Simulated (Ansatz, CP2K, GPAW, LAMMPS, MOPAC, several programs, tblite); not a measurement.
**NaLiCl2 (ordering on rocksalt) from semi-empirical methods to plane-wave DFT**

An ordered 4-atom cell of NaLiCl2 on the rocksalt lattice (R-3m), relaxed with r2SCAN in Ansatz, was computed with several methods. Space group R-3m (No. 166), trigonal; a = 3.783 Å, c = 18.743 Å in the conventional setting, 19.36 Å³ an atom. Li has 6 Cl at 2.61 Å; Na has 6 Cl at 2.76 Å; Cl has 3 Li at 2.61 Å and 3 Na at 2.76 Å. No spin polarisation. The prototype was imposed, so other structures may be more stable.

```
Li Na Cl
1.0
     1.89160    1.09211    6.24764
    -1.89160    1.09211    6.24764
     0.00000   -2.18423    6.24764
Li Na Cl
1 1 2
Cartesian
  1.8916 1.0921 6.2476
  0.0000 0.0000 9.3715
  0.0000 0.0000 4.8110
  0.0000 0.0000 13.9319
```

Gaps and times are for a single point on this cell; volume and bulk modulus come from each method's own relaxation or energy curve at fixed shape, which is too stiff where a cell has free coordinates or axes. Times are rough, from shared hosts (Arm Neoverse N1), and each method has its own mesh and cell size. A double dagger marks a value from a curve with shape and coordinates held. A star marks a curve whose lowest point is an end point. PM6 (MOPAC), PM7 (MOPAC), GFN1-xTB (tblite), GFN2-xTB (tblite) treat a cluster of cells at its zone centre, which samples few k points: where these miss a band edge, the gap comes out too large for that reason alone. Gaps from k meshes are read at a limited set of points (mesh, symmetry points, PBE's band edges), so each method's own least gap may be somewhat smaller. Force fields have no electrons; where one was fitted to this phase, its volume and modulus reflect the fit. xTB and the PM methods were fitted mostly to molecules, and can miss a solid's gap by electronvolts. Minimal bases can be far off for gaps. GLLB-SC's gap includes the derivative discontinuity. d marks a direct gap, i an indirect one (no mark: not told apart), a dash a value that wasn't computed or didn't pass its checks.

```
                          method              kind  gap (eV)  own volume (Å³/atom)  bulk modulus (GPa)  atoms computed  processor time
             ffield.eim (LAMMPS)       force field         –                     –                   –               4          0.22 s
light PBE (260 eV, its own mesh)  light plane-wave    5.59 d                19.92‡                 25‡               4           1.8 s
                             PBE         semilocal    5.60 d                 20.00                 27‡               4            12 s
               GFN1-xTB (tblite)     tight binding      4.18               17.08*‡                   –             108            13 s
               GFN2-xTB (tblite)     tight binding      2.89                18.70‡                 28‡             108            19 s
                     PM7 (MOPAC)    semi-empirical     10.73                     –                   –             108            20 s
                     PM6 (MOPAC)    semi-empirical      9.63                     –                   –             108            22 s
                          r2SCAN         semilocal    6.43 d                 19.36                 31‡               4            30 s
                  PBE/SZV (CP2K)       small basis    4.87 d                     –                   –               4            62 s
          PBE/single zeta (GPAW)       small basis    5.20 d                     –                   –               4            63 s
                 PBE/DZVP (CP2K)       small basis    5.52 d                     –                   –               4           120 s
                  GLLB-SC (GPAW)   model potential      9.79                     –                   –               4         2.8 min
```

Against r2SCAN (6.43 eV) the nearest gap at the points sampled is that of PBE (-0.83 eV) and the farthest that of PM7 (MOPAC) (+4.30 eV). r2SCAN is only a yardstick of convenience: semilocal gaps usually lie below measured ones, which GLLB-SC and hybrids aim to mend.

Volumes against r2SCAN's: PBE +3.3 %.
